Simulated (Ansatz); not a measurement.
Predict the output of the script below (the Ansatz DFT code, driven from Python).

Script `lubi2bro4_restart.py`:
```python
# -*- coding: utf-8 -*-
'''A run of LuBi2BrO4 that can be started again.'''

import ansatz as az
from ase import Atoms


def main():
    atoms = Atoms(
        ['Lu', 'Bi', 'Bi', 'Br', 'O', 'O', 'O', 'O'],
        scaled_positions=[
            (0.0, 0.0, 0.0),
            (0.5, 0.5, 0.7293),
            (0.5, 0.5, 0.2707),
            (0.0, 0.0, 0.5),
            (0.5, 0.0, 0.854),
            (0.0, 0.5, 0.854),
            (0.5, 0.0, 0.146),
            (0.0, 0.5, 0.146),
        ],
        cell=[
            (3.8408, 0.0, 0.0),
            (0.0, 3.8408, 0.0),
            (0.0, 0.0, 9.12),
        ],
        pbc=True,
    )
    xtal = az.Crystal.from_ase(atoms)

    setup = (
        xtal.calculation()
        .kpoints(4, 4, 2)
        .occupations('fixed')
        .functional(az.Functional.PBESOL)
        .basis(420)
        .forces()
        .checkpoint(write='lubi2bro4.run')
    )
    with az.exiting_at_sigterm():
        out = setup.run(threads=1, resume=True)
    print('returned:', type(out).__name__)
    print(f'F = {out.report["free_energy_ev"]:.5f} eV, {out.report["n_iterations"]} iterations')


if __name__ == '__main__':
    main()
```

Running `python lubi2bro4_restart.py` prints:
```text
returned: RunOutcome
F = -44081.23540 eV, 8 iterations
```

Running `python lubi2bro4_restart.py` prints:
```text
returned: CompletedStep
F = -44081.23540 eV, 8 iterations
```

Caveats:
- Total energies depend on the potentials; only differences at equal settings carry meaning. A total without «per atom» is that of the cell as typed.
- Spin-orbit coupling, which matters for elements this heavy, is left out.
- The starting cell is as deposited in a crystallographic database; the results hold for this polymorph, which needn't be the stable one.
- It ran for 14 s on 1 thread of Arm Neoverse N1 (shared host), peak memory 0.49 GiB.

(A comment or docstring line of the script was reworded after the run, the code is as it ran; lines on the test bed's own set-up are left out of the output.)
